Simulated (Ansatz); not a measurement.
# BH5O3: the cost of one run

Method: RKS PBE-D4/def2-SVP; program: Ansatz 0.2.0, Gaussian basis.

Levels: PBE-D4, revPBE-D4, BLYP-D4, r2SCAN-D4, B97M-V, PBE0-D4, B3LYP-D4, HSE06-D4, wB97X-V, wB97M-V, B2PLYP, Hartree-Fock, MP2, CCSD, CCSD(T). The reference is CCSD(T) extrapolated to the basis limit.

Correlated methods freeze the cores. B3LYP uses VWN-RPA correlation. B2PLYP carries no dispersion term here.

177 further runs of the same task are left out: 1 that didn't finish, 176 set aside as unsound or not needed. Runs told in other sessions of the task aren't counted.

## 1. The starting structure

The pair, from a GFN2-xTB docking trial: 9 atoms, charge 0, spin multiplicity 1.

Atoms are counted from 1 here; the program's logs count them from 0.

Bond lengths: H1–H2 0.778 Å, O3–B4 1.358 Å, O3–H7 0.956 Å, B4–O5 1.349 Å, B4–O6 1.372 Å, O5–H8 0.957 Å, O6–H9 0.956 Å. Angles: B4–O3–H7 116.3°, O3–B4–O5 117.7°, O3–B4–O6 123.9°, O5–B4–O6 118.4°, B4–O5–H8 113.2°, B4–O6–H9 117.1°.

Geometry (Å):

```
H    -0.3895   -0.2099   -2.7948
H    -0.2077    0.4818   -2.4886
O     0.5835    1.2281    0.4371
B    -0.0310    0.1085    0.9000
O    -0.9519    0.2563    1.8745
O     0.2312   -1.1562    0.4364
H     1.2420    1.0998   -0.2439
H    -1.3468   -0.5707    2.1490
H     0.8702   -1.2378   -0.2698
```

Atoms 1 to 2 are fragment A (H₂), the rest fragment B (BH₃O₃).

## 2. A first relaxation in a small basis

The input, pre/in.yaml:

```yaml
crystal:
  periodic: [false, false, false]
  atoms:
    - {symbol: H, position_ang: [-0.389500, -0.209900, -2.794800]}
    - {symbol: H, position_ang: [-0.207700, 0.481800, -2.488600]}
    - {symbol: O, position_ang: [0.583500, 1.228100, 0.437100]}
    - {symbol: B, position_ang: [-0.031000, 0.108500, 0.900000]}
    - {symbol: O, position_ang: [-0.951900, 0.256300, 1.874500]}
    - {symbol: O, position_ang: [0.231200, -1.156200, 0.436400]}
    - {symbol: H, position_ang: [1.242000, 1.099800, -0.243900]}
    - {symbol: H, position_ang: [-1.346800, -0.570700, 2.149000]}
    - {symbol: H, position_ang: [0.870200, -1.237800, -0.269800]}
basis:
  gaussian: {orbitals: def2-SVP}
hamiltonian: {xc: pbe, dispersion: d4}
relax: {f_tol: 0.03, max_steps: 250}
```

Run with:

```
> ansatz run in.yaml --threads 4 --pin off --events-out ev --progress --plain --max-ram 9574MiB
```

**Question.** How long does this run take on 4 threads of Arm Neoverse V1, shared host?

About 11 s.
